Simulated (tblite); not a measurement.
# GeH6OSi2: the cost of one run

Programs: tblite 0.8.0 and PySCF 2.14.0. All values are calculated, for the isolated system unless a continuum is named. Atoms count from 0, parts from 1.

### 1 Starting point

10 atoms, charge 0, multiplicity 1; geometry: distance geometry start.

### 2 Relaxing the cluster with GFN2-xTB

The job: settings as JSON, then the geometry in Å.

```
{"job": {"kind": "relax", "xc": "GFN2-xTB", "basis": "xTB"}, "charge": 0, "multiplicity": 1}
Ge     0.819097    -0.209315    -0.957671
Si     1.930675    -0.102592     1.033776
O     -0.653237    -1.181296    -0.777528
Si    -1.966662    -0.047645    -0.898781
H      1.799273    -1.331660     1.766276
H      3.372448     0.112782     0.704680
H      1.580228     1.073784     1.852540
H     -1.803379     0.664903    -2.167692
H     -3.275364    -0.754042    -0.789156
H     -1.789277     0.909088     0.203893
```

With the program's defaults for keys left out, this is: GFN2-xTB geometry optimisation, gas phase.

On the command line:

```
$ OMP_NUM_THREADS=1 python cluster_run.py task.json out
```

One launch serves the whole session: the jobs run in the order shown.

Q: Estimate the wall time of this first job on 1 thread of Arm Neoverse V1, shared host.

About 2 s.
